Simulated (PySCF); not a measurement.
# Gd(OH)3: other functionals and bases at one geometry

How far do other levels of theory move the description of Gd(OH)3, and what does each cost? The structure is generated, not taken from experiment.

Program: PySCF 2.14.0. Level of theory: several levels, as the steps say, no spin–orbit coupling. These are calculated values, not measurements.

2 further runs of the same task are left out: 2 for a known fault of the program.

## 1. The system as given

7 atoms, charge 0, spin multiplicity 1.

Bond lengths: Gd1–O2 2.079 Å, Gd1–O4 2.079 Å, Gd1–O6 2.079 Å, O2–H3 0.967 Å, O4–H5 0.967 Å, O6–H7 0.967 Å. Angles: O2–Gd1–O4 119.2°, O2–Gd1–O6 119.2°, O4–Gd1–O6 119.2°, Gd1–O2–H3 175.7°, Gd1–O4–H5 175.7°, Gd1–O6–H7 175.7°.

Geometry (Å):

```xyz
7
charge 0, multiplicity 1
Gd    0.0000    0.0000   -0.0826
O     2.0708    0.0000    0.1036
H     3.0244    0.0000    0.2621
O    -1.0354    1.7933    0.1036
H    -1.5122    2.6192    0.2621
O    -1.0354   -1.7933    0.1036
H    -1.5122   -2.6192    0.2621
```

Formal oxidation states: Gd +3. Each metal's 7 4f electrons lie in its core potential, so multiplicities, spins and levels count the valence alone. An earlier session relaxed this geometry at PBE, Gd lcecp-1-SVP with ECP53, O def2-SVP, H def2-SVP (singlet, point group C3v).

At PBE on the finer grid: E = -263.161070 Eh, HOMO -5.88 eV, LUMO -2.03 eV, Mulliken charge on Gd1 +0.88 e, largest force component 0.006 eV/Å. 

Levels to run: HF; r2SCAN; wB97X; TPSSh; PBE, TZVP; PBE0, SVP. Hardware: 2 threads of Arm Neoverse V1, shared host.

## 2. HF

The input, run.py (the lines that set the calculation):

```python
mol = gto.M(atom='''
Gd     0.00000     0.00000    -0.08263
O      2.07078     0.00000     0.10360
H      3.02439     0.00000     0.26212
O     -1.03539     1.79335     0.10360
H     -1.51219     2.61920     0.26212
O     -1.03539    -1.79335     0.10360
H     -1.51220    -2.61920     0.26212''',
    basis={'Gd': 'lcecp-1-SVP', 'O': 'def2-SVP', 'H': 'def2-SVP'},
    ecp={'Gd': 'lcecp-1-SVP'},
    charge=0, spin=0)
mf = scf.RHF(mol)
mf = mf.density_fit()  # fitting sets: Gd AutoAux, O def2-universal-JKFIT, H def2-universal-JKFIT
mf.conv_tol = 1e-08; mf.max_cycle = 55
mf.kernel(dm0)  # dm0: the density of the relaxed state
```

Started as:

```
OMP_NUM_THREADS=2 python run.py
```

What it wrote:

```text
init E= -261.75168976167
  HOMO = -0.442940137576256  LUMO = 0.0357742966430159  gap/eV = 13.02648
cycle= 1 E= -261.799544707006  delta_E= -0.0479  |g|= 0.104  |ddm|= 0.585
  HOMO = -0.430750357420803  LUMO = 0.0268187082575722  gap/eV = 12.45109
cycle= 2 E= -261.801953007728  delta_E= -0.00241  |g|= 0.0381  |ddm|= 0.143
  HOMO = -0.438407807689235  LUMO = 0.0280313686804909  gap/eV = 12.69246
cycle= 3 E= -261.802350519714  delta_E= -0.000398  |g|= 0.0188  |ddm|= 0.0384
  HOMO = -0.435353274029044  LUMO = 0.0281596855627058  gap/eV = 12.61283
cycle= 4 E= -261.802424207996  delta_E= -7.37e-05  |g|= 0.00259  |ddm|= 0.0164
  HOMO = -0.435561485832325  LUMO = 0.0279023235787648  gap/eV = 12.61149
cycle= 5 E= -261.802427515773  delta_E= -3.31e-06  |g|= 0.000716  |ddm|= 0.00467
  HOMO = -0.435610083591036  LUMO = 0.0279224884764808  gap/eV = 12.61336
cycle= 6 E= -261.802427887827  delta_E= -3.72e-07  |g|= 0.000126  |ddm|= 0.0016
  HOMO = -0.435633245723947  LUMO = 0.0279230691913526  gap/eV = 12.61401
cycle= 7 E= -261.802427901164  delta_E= -1.33e-08  |g|= 3.28e-05  |ddm|= 0.000248
  HOMO = -0.435639075333234  LUMO = 0.0279206747349257  gap/eV = 12.61410
cycle= 8 E= -261.802427902134  delta_E= -9.7e-10  |g|= 7.31e-06  |ddm|= 6.85e-05
  HOMO = -0.435639871014465  LUMO = 0.0279207854303856  gap/eV = 12.61413
Extra cycle  E= -261.802427902172  delta_E= -3.76e-11  |g|= 3.28e-06  |ddm|= 1.07e-05
converged SCF energy = -261.802427902172
```

It took 2.1 s on 2 threads of Arm Neoverse V1, shared host.

It gives: E = -261.802428 Eh, HOMO -11.85 eV, LUMO 0.76 eV, Mulliken charge on Gd1 +1.59 e, largest force component 1.905 eV/Å. 

## 3. r2SCAN

Edit run.py (the lines that set the calculation) of step 2 so:

```diff
@@ -11,3 +11,4 @@
     charge=0, spin=0)
-mf = scf.RHF(mol)
+mf = dft.RKS(mol, xc='R2SCAN')
+mf.grids.atom_grid = (75, 302)  # f atoms: unpruned, at least (60, 302)
 mf = mf.density_fit()  # fitting sets: Gd AutoAux, O def2-universal-JKFIT, H def2-universal-JKFIT
```

Started as:

```
OMP_NUM_THREADS=2 python run.py
```

What it wrote:

```text
init E= -263.286328148759
  HOMO = -0.237596535913838  LUMO = -0.0582151013026717  gap/eV = 4.88122
cycle= 1 E= -263.287241296449  delta_E= -0.000913  |g|= 0.0859  |ddm|= 0.221
  HOMO = -0.215363018475739  LUMO = -0.0619106524665618  gap/eV = 4.17565
cycle= 2 E= -263.280576086  delta_E= 0.00667  |g|= 0.198  |ddm|= 0.202
  HOMO = -0.229201812671281  LUMO = -0.059210495073831  gap/eV = 4.62570
cycle= 3 E= -263.288922208334  delta_E= -0.00835  |g|= 0.00482  |ddm|= 0.133
  HOMO = -0.228857039478727  LUMO = -0.0585062574575588  gap/eV = 4.63548
cycle= 4 E= -263.288929839298  delta_E= -7.63e-06  |g|= 0.000639  |ddm|= 0.0072
  HOMO = -0.228902115409208  LUMO = -0.0585229607166085  gap/eV = 4.63625
cycle= 5 E= -263.288929915242  delta_E= -7.59e-08  |g|= 5.83e-05  |ddm|= 0.000564
  HOMO = -0.228905066714993  LUMO = -0.0585319828107416  gap/eV = 4.63609
cycle= 6 E= -263.288929916194  delta_E= -9.51e-10  |g|= 1.34e-05  |ddm|= 9.65e-05
  HOMO = -0.228905467684064  LUMO = -0.058532437107921  gap/eV = 4.63609
Extra cycle  E= -263.288929916158  delta_E= 3.56e-11  |g|= 1.9e-05  |ddm|= 2.77e-05
converged SCF energy = -263.288929916158
```

It took 5.7 s on 2 threads of Arm Neoverse V1, shared host.

Result: E = -263.288930 Eh, HOMO -6.23 eV, LUMO -1.59 eV, Mulliken charge on Gd1 +1.07 e, largest force component 0.422 eV/Å. 

## 4. wB97X

Edit run.py (the lines that set the calculation) of step 3 so:

```diff
@@ -11,3 +11,3 @@
     charge=0, spin=0)
-mf = dft.RKS(mol, xc='R2SCAN')
+mf = dft.RKS(mol, xc='WB97X')
 mf.grids.atom_grid = (75, 302)  # f atoms: unpruned, at least (60, 302)
```

Started as:

```
OMP_NUM_THREADS=2 python run.py
```

What it wrote:

```text
init E= -263.325250367047
  HOMO = -0.377550235362109  LUMO = 0.0178221678666439  gap/eV = 10.75863
cycle= 1 E= -263.332115529159  delta_E= -0.00687  |g|= 0.0702  |ddm|= 0.235
  HOMO = -0.361449869736438  LUMO = 0.0145100389332207  gap/eV = 10.23039
cycle= 2 E= -263.332195835195  delta_E= -8.03e-05  |g|= 0.0697  |ddm|= 0.101
  HOMO = -0.370462276726839  LUMO = 0.0154108273302214  gap/eV = 10.50014
cycle= 3 E= -263.333135194762  delta_E= -0.000939  |g|= 0.0103  |ddm|= 0.0469
  HOMO = -0.368681230541323  LUMO = 0.0162684466973886  gap/eV = 10.47501
cycle= 4 E= -263.33315832458  delta_E= -2.31e-05  |g|= 0.00219  |ddm|= 0.00867
  HOMO = -0.368541407077918  LUMO = 0.0161178207775592  gap/eV = 10.46711
cycle= 5 E= -263.333159843823  delta_E= -1.52e-06  |g|= 0.000266  |ddm|= 0.00351
  HOMO = -0.368511367304726  LUMO = 0.0161178651075176  gap/eV = 10.46629
cycle= 6 E= -263.333159910896  delta_E= -6.71e-08  |g|= 5.33e-05  |ddm|= 0.000771
  HOMO = -0.368507604272291  LUMO = 0.0161209689741995  gap/eV = 10.46628
cycle= 7 E= -263.333159914245  delta_E= -3.35e-09  |g|= 1.33e-05  |ddm|= 0.000155
  HOMO = -0.368507330771565  LUMO = 0.0161198322922331  gap/eV = 10.46624
Extra cycle  E= -263.333159914461  delta_E= -2.16e-10  |g|= 6.67e-06  |ddm|= 3.39e-05
converged SCF energy = -263.333159914461
```

Run time: 5 s. Hardware: 2 threads of Arm Neoverse V1, shared host.

Result: E = -263.333160 Eh, HOMO -10.03 eV, LUMO 0.44 eV, Mulliken charge on Gd1 +1.11 e, largest force component 0.637 eV/Å. 

## 5. TPSSh

Edit run.py (the lines that set the calculation) of step 4 so:

```diff
@@ -11,3 +11,3 @@
     charge=0, spin=0)
-mf = dft.RKS(mol, xc='WB97X')
+mf = dft.RKS(mol, xc='TPSSH')
 mf.grids.atom_grid = (75, 302)  # f atoms: unpruned, at least (60, 302)
```

Started as:

```
OMP_NUM_THREADS=2 python run.py
```

What it wrote:

```text
init E= -263.373317192519
  HOMO = -0.250685512437945  LUMO = -0.0534551363226328  gap/eV = 5.36691
cycle= 1 E= -263.374424115337  delta_E= -0.00111  |g|= 0.0792  |ddm|= 0.202
  HOMO = -0.230845111777931  LUMO = -0.0592912276865505  gap/eV = 4.66822
cycle= 2 E= -263.369698589916  delta_E= 0.00473  |g|= 0.171  |ddm|= 0.181
  HOMO = -0.243410024455321  LUMO = -0.0565539834962898  gap/eV = 5.08461
cycle= 3 E= -263.375859597723  delta_E= -0.00616  |g|= 0.00555  |ddm|= 0.114
  HOMO = -0.242958985622724  LUMO = -0.055749833054282  gap/eV = 5.09422
cycle= 4 E= -263.375869460242  delta_E= -9.86e-06  |g|= 0.00057  |ddm|= 0.00851
  HOMO = -0.243015108570706  LUMO = -0.0557509684812061  gap/eV = 5.09572
cycle= 5 E= -263.375869518742  delta_E= -5.85e-08  |g|= 6.11e-05  |ddm|= 0.000445
  HOMO = -0.243019208479509  LUMO = -0.0557587750727251  gap/eV = 5.09562
cycle= 6 E= -263.375869519743  delta_E= -1e-09  |g|= 1.32e-05  |ddm|= 9.89e-05
  HOMO = -0.243017511136501  LUMO = -0.0557594569294544  gap/eV = 5.09555
Extra cycle  E= -263.3758695197  delta_E= 4.23e-11  |g|= 1.98e-05  |ddm|= 2.65e-05
converged SCF energy = -263.3758695197
```

Run time: 5.5 s. Hardware: 2 threads of Arm Neoverse V1, shared host.

It gives: E = -263.375870 Eh, HOMO -6.61 eV, LUMO -1.52 eV, Mulliken charge on Gd1 +1.07 e, largest force component 0.279 eV/Å. 

## 6. PBE, TZVP

Basis: Gd lcecp-1-TZVP with ECP53, O def2-TZVP, H def2-TZVP. 

The input, run.py (the lines that set the calculation):

```python
mol = gto.M(atom='''
Gd     0.00000     0.00000    -0.08263
O      2.07078     0.00000     0.10360
H      3.02439     0.00000     0.26212
O     -1.03539     1.79335     0.10360
H     -1.51219     2.61920     0.26212
O     -1.03539    -1.79335     0.10360
H     -1.51220    -2.61920     0.26212''',
    basis={'Gd': 'lcecp-1-TZVP', 'O': 'def2-TZVP', 'H': 'def2-TZVP'},
    ecp={'Gd': 'lcecp-1-TZVP'},
    charge=0, spin=0)
mf = dft.RKS(mol, xc='PBE')
mf.grids.atom_grid = (75, 302)  # f atoms: unpruned, at least (60, 302)
mf = mf.density_fit()  # fitting sets: Gd AutoAux, O def2-universal-JKFIT, H def2-universal-JKFIT
mf.conv_tol = 1e-08; mf.max_cycle = 55
mf.kernel(dm0)  # dm0: free metal ions and neutral atoms
```

Started as:

```
OMP_NUM_THREADS=2 python run.py
```

What it wrote:

```text
init E= -267.553389407622
  HOMO = -0.291927945475997  LUMO = -0.12250393560771  gap/eV = 4.61026
cycle= 1 E= -263.393607816346  delta_E= 4.16  |g|= 0.601  |ddm|= 2.13
  HOMO = -0.184206979184707  LUMO = -0.0470168675579394  gap/eV = 3.73313
cycle= 2 E= -263.387676301843  delta_E= 0.00593  |g|= 0.493  |ddm|= 0.839
  HOMO = -0.248069356217811  LUMO = -0.0852136263591063  gap/eV = 4.43153
cycle= 3 E= -263.42639929802  delta_E= -0.0387  |g|= 0.297  |ddm|= 0.547
  HOMO = -0.221479051538299  LUMO = -0.0831904870063553  gap/eV = 3.76302
cycle= 4 E= -263.436676706109  delta_E= -0.0103  |g|= 0.14  |ddm|= 0.186
  HOMO = -0.227105336611165  LUMO = -0.0768758128589759  gap/eV = 4.08795
cycle= 5 E= -263.440995107304  delta_E= -0.00432  |g|= 0.00874  |ddm|= 0.0949
  HOMO = -0.227099309285196  LUMO = -0.0776437868174007  gap/eV = 4.06689
cycle= 6 E= -263.441015888391  delta_E= -2.08e-05  |g|= 0.000824  |ddm|= 0.0127
  HOMO = -0.226968826740963  LUMO = -0.0775790668527065  gap/eV = 4.06510
cycle= 7 E= -263.441016039346  delta_E= -1.51e-07  |g|= 0.000132  |ddm|= 0.000897
  HOMO = -0.226978867190289  LUMO = -0.0775811821732475  gap/eV = 4.06532
cycle= 8 E= -263.441016042494  delta_E= -3.15e-09  |g|= 4.62e-05  |ddm|= 9.92e-05
  HOMO = -0.226985951133254  LUMO = -0.0775838607350359  gap/eV = 4.06544
Extra cycle  E= -263.44101604163  delta_E= 8.65e-10  |g|= 8.34e-05  |ddm|= 7.69e-05
converged SCF energy = -263.44101604163
```

Wall time 10 s (2 threads of Arm Neoverse V1, shared host).

It gives: E = -263.441016 Eh, HOMO -6.18 eV, LUMO -2.11 eV, Mulliken charge on Gd1 +1.49 e, largest force component 0.291 eV/Å. 

## 7. PBE0, SVP

Basis: Gd def2-SVP with ECP28, O def2-SVP, H def2-SVP. The 4f electrons are now in the valence.

The input, run.py (the lines that set the calculation):

```python
mol = gto.M(atom='''
Gd     0.00000     0.00000    -0.08263
O      2.07078     0.00000     0.10360
H      3.02439     0.00000     0.26212
O     -1.03539     1.79335     0.10360
H     -1.51219     2.61920     0.26212
O     -1.03539    -1.79335     0.10360
H     -1.51220    -2.61920     0.26212''',
    basis={'Gd': 'def2-SVP', 'O': 'def2-SVP', 'H': 'def2-SVP'},
    ecp={'Gd': 'def2-SVP'},
    charge=0, spin=7)
mf = dft.UKS(mol, xc='PBE0')
mf.grids.atom_grid = (75, 302)  # f atoms: unpruned, at least (60, 302)
mf = mf.density_fit()  # fitting sets: Gd def2-universal-JKFIT, O def2-universal-JKFIT, H def2-universal-JKFIT
mf.conv_tol = 1e-08; mf.max_cycle = 55
mf.kernel(dm0)  # dm0: free metal ions and neutral atoms
```

Started as:

```
OMP_NUM_THREADS=2 python run.py
```

What it wrote:

```text
init E= -1005.64572169967
cycle= 1 E= -974.650393819287  delta_E=   31  |g|= 9.18  |ddm|= 3.59
cycle= 2 E= -888.90900647097  delta_E= 85.7  |g|= 15.3  |ddm|= 20.4
  HOMO = -0.780141833681  LUMO = -0.740630095557  gap/eV = 1.07517
cycle= 3 E= -978.968479666133  delta_E= -90.1  |g|= 9.07  |ddm|= 20.3
  HOMO = -0.472217729988  LUMO = -0.464038664689  gap/eV = 0.22256
cycle= 4 E= -975.995159752087  delta_E= 2.97  |g|= 8.37  |ddm|= 1.56
  HOMO = -0.380897760543  LUMO = -0.339995924138  gap/eV = 1.11300
cycle= 5 E= -991.863433370749  delta_E= -15.9  |g|= 1.23  |ddm|= 2.02
cycle= 6 E= -981.175272420804  delta_E= 10.7  |g|= 5.85  |ddm|= 4.75
  HOMO = -0.015213568518  LUMO = 0.0044172530341  gap/eV = 0.53418
cycle= 7 E= -992.496751190277  delta_E= -11.3  |g|= 0.86  |ddm|= 4.42
  HOMO = -0.212301052731  LUMO = -0.0106900495043  gap/eV = 5.48611
cycle= 8 E= -992.759078752626  delta_E= -0.262  |g|= 0.424  |ddm|= 0.596
  HOMO = -0.261230043475  LUMO = -0.0277739004451  gap/eV = 6.35267
cycle= 9 E= -992.81519601527  delta_E= -0.0561  |g|= 0.272  |ddm|= 0.391
  HOMO = -0.259090038879  LUMO = -0.0283711232907  gap/eV = 6.27818
cycle= 10 E= -992.838864912135  delta_E= -0.0237  |g|= 0.311  |ddm|= 0.241
  HOMO = -0.261680410897  LUMO = -0.0302509874157  gap/eV = 6.29752
cycle= 11 E= -992.840104450523  delta_E= -0.00124  |g|= 0.192  |ddm|= 0.114
  HOMO = -0.273769189243  LUMO = -0.0376453724897  gap/eV = 6.42526
cycle= 12 E= -992.775411171352  delta_E= 0.0647  |g|= 0.786  |ddm|= 0.624
  HOMO = -0.265156375645  LUMO = -0.0345486898001  gap/eV = 6.27515
cycle= 13 E= -992.849938537697  delta_E= -0.0745  |g|= 0.273  |ddm|= 0.27
  HOMO = -0.262089725866  LUMO = -0.0346438000652  gap/eV = 6.18912
cycle= 14 E= -992.858760536819  delta_E= -0.00882  |g|= 0.0562  |ddm|= 0.132
  HOMO = -0.262445566086  LUMO = -0.0339218660334  gap/eV = 6.21845
cycle= 15 E= -992.858936450071  delta_E= -0.000176  |g|= 0.0277  |ddm|= 0.0335
  HOMO = -0.26145433999  LUMO = -0.0337900333207  gap/eV = 6.19506
cycle= 16 E= -992.859233262453  delta_E= -0.000297  |g|= 0.0113  |ddm|= 0.0232
  HOMO = -0.26137254621  LUMO = -0.033807761819  gap/eV = 6.19235
cycle= 17 E= -992.859285813085  delta_E= -5.26e-05  |g|= 0.00486  |ddm|= 0.022
  HOMO = -0.261458615744  LUMO = -0.0338525974195  gap/eV = 6.19348
cycle= 18 E= -992.859292941049  delta_E= -7.13e-06  |g|= 0.000707  |ddm|= 0.00509
  HOMO = -0.261459258266  LUMO = -0.0338370621489  gap/eV = 6.19392
cycle= 19 E= -992.859293119399  delta_E= -1.78e-07  |g|= 0.000288  |ddm|= 0.000616
  HOMO = -0.26147787817  LUMO = -0.0338317704182  gap/eV = 6.19457
cycle= 20 E= -992.859293166354  delta_E= -4.7e-08  |g|= 0.000107  |ddm|= 0.000311
  HOMO = -0.261493030921  LUMO = -0.0338434453437  gap/eV = 6.19466
cycle= 21 E= -992.85929317586  delta_E= -9.51e-09  |g|= 5.11e-05  |ddm|= 0.00021
  HOMO = -0.261490837174  LUMO = -0.0338402315357  gap/eV = 6.19469
Extra cycle  E= -992.859293171041  delta_E= 4.82e-09  |g|= 0.000225  |ddm|= 0.000184
converged SCF energy = -992.859293171041  <S^2> = 15.811863  2S+1 = 8.0154509
```

Wall time 27 s (2 threads of Arm Neoverse V1, shared host).

Read off: E = -992.859293 Eh, HOMO -7.12 eV, LUMO -2.67 eV (over both spins), ⟨S²⟩ = 15.812, Mulliken charge on Gd1 +1.29 e, largest force component 0.591 eV/Å. 

## 8. Results

| level | state | HOMO (eV) | gap (eV) | charge on Gd1 (e) | dipole (D) | largest force (eV/Å) | basis functions | time |
| --- | --- | --- | --- | --- | --- | --- | --- | --- |
| PBE (relaxed here) | singlet | -5.88 | 3.84 | 0.88 | 0.56 | 0.01 | 90 | 8.6 s |
| HF | singlet | -11.85 | 12.61 | 1.59 | 0.80 | 1.91 | 90 | 2.1 s |
| r2SCAN | singlet | -6.23 | 4.64 | 1.07 | 0.62 | 0.42 | 90 | 5.7 s |
| wB97X | singlet | -10.03 | 10.47 | 1.11 | 0.67 | 0.64 | 90 | 5 s |
| TPSSh | singlet | -6.61 | 5.10 | 1.07 | 0.62 | 0.28 | 90 | 5.5 s |
| PBE, TZVP | singlet | -6.18 | 4.07 | 1.49 | 0.68 | 0.29 | 158 | 10 s |
| PBE0, SVP | octet | -7.12 | 4.44 | 1.29 | 0.61 | 0.59 | 135 | 27 s |

Times are on 2 threads of Arm Neoverse V1, shared host; the first row also made further properties.

In one basis the HOMO–LUMO gap runs from 3.84 eV (PBE) to 12.61 eV (HF). The largest leftover force, 1.91 eV/Å with HF, stands at a geometry relaxed at another level. The Mulliken charge on Gd spans +0.88 to +1.59 e over the levels. With 4f in the core, its levels are missing from HOMO and gap. Total energies of different levels can't be compared. Spin–orbit coupling is left out throughout.
